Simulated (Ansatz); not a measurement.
# Ca4Zr3N8: the cost of one run

Program: Ansatz 0.2.0. Level of theory: DFT PBEsol, scalar-relativistic, plane waves, PAW. These are calculated values, not measurements.

1 further run of the same task is left out (set aside as unsound or not needed).

## Step 1: The starting structure

Symmetry: R-3m, No. 166, trigonal system. Conventional cell: a = 6.572 Å, b = 6.572 Å, c = 16.668 Å, α = 90.00°, β = 90.00°, γ = 120.00°. Ca (site symmetry -3m) is surrounded by 6 N at 2.47 Å. Ca (site symmetry 2/m) has 6 N at 2.47 Å as nearest neighbours. Around Zr (site symmetry 2/m) lie 6 N at 2.24 Å. N (site symmetry 3m) is surrounded by 3 Zr at 2.24 Å and 3 Ca at 2.47 Å. Around N (site symmetry m) lie 2 Zr at 2.24 Å and 3 Ca at 2.47 Å.

Coordinates:

```cif
data_structure
_symmetry_space_group_name_H-M 'R-3m:H'
_symmetry_Int_Tables_number 166
_cell_length_a 6.5718
_cell_length_b 6.5718
_cell_length_c 16.6678
_cell_angle_alpha 90.000
_cell_angle_beta 90.000
_cell_angle_gamma 120.000
_cell_volume 623.42
loop_
_atom_site_label
_atom_site_type_symbol
_atom_site_symmetry_multiplicity
_atom_site_Wyckoff_symbol
_atom_site_fract_x
_atom_site_fract_y
_atom_site_fract_z
_atom_site_occupancy
Ca1 Ca 3 a 0.00000 0.00000 0.00000 1
Ca2 Ca 9 e 0.50000 0.00000 0.00000 1
Zr1 Zr 9 d 0.83333 0.66667 0.16667 1
N1 N 6 c 0.00000 0.00000 0.23853 1
N2 N 18 h 0.50000 0.00000 0.23853 1
```

It goes back to an entry of the Materials Project, which need not be the stable form.

It is built from the cell relaxed beforehand with the same method (12.99 Å³/atom).

## Step 2: The vacancy and the jump

The supercell lacks one Zr atom, at fractional position (0.500, 0.500, 0.500), and holds 15 atoms. Atom 5 (Zr), 3.29 Å away, is to jump into the empty site. The cell is fixed.

## Step 3: Relaxing around the vacancy

input.yaml

```yaml
crystal:
  lattice:
    - [3.2859045014, 5.6913535453, 0.0]
    - [-3.2859045014, 5.6913535453, 0.0]
    - [0.0, 3.7942356969, 5.555941645]
  atoms:
    - { symbol: Ca, position: [1.0, 1.0, 0.0] }
    - { symbol: Ca, position: [0.0, 0.5, 0.0] }
    - { symbol: Ca, position: [0.5, 0.0, 0.0] }
    - { symbol: Ca, position: [0.5, 0.5, 0.0] }
    - { symbol: Zr, position: [0.5, 0.0, 0.5] }
    - { symbol: Zr, position: [0.0, 0.5, 0.5] }
    - { symbol: Zr, position: [0.0, 0.0, 0.5] }
    - { symbol: "N", position: [0.7614666931, 0.7614666931, 0.7155999208] }
    - { symbol: "N", position: [0.7614666931, 0.2614666931, 0.7155999208] }
    - { symbol: "N", position: [0.2614666931, 0.7614666931, 0.7155999208] }
    - { symbol: "N", position: [0.2614666931, 0.2614666931, 0.7155999208] }
    - { symbol: "N", position: [0.2385333069, 0.2385333069, 0.2844000792] }
    - { symbol: "N", position: [0.2385333069, 0.7385333069, 0.2844000792] }
    - { symbol: "N", position: [0.7385333069, 0.2385333069, 0.2844000792] }
    - { symbol: "N", position: [0.7385333069, 0.7385333069, 0.2844000792] }
basis:
  ecutwfc: 420
kpoints:
  mp_grid: { grid: [6, 6, 4] }
hamiltonian:
  xc: pbesol
scf:
  occupations: { method: gaussian, width: 0.05 }
output:
  forces: true
  stress: true
  eigenvalues: true
  write_density: true
  write_potential: true
  elf: true
  volumetric_format: npy
relax:
  adjacent_minimum: "off"
  f_tol: 0.02
  max_steps: 50
```

Run with:

```
$ ansatz run input.yaml --threads 4 --pin off --max-ram 9216MiB --backend cpu --events-out ev --progress --plain --runs-dir out
```

What time and memory should one allow on 4 threads of Arm Neoverse V1, shared host?

About 68 s, with a peak of 1 GiB.
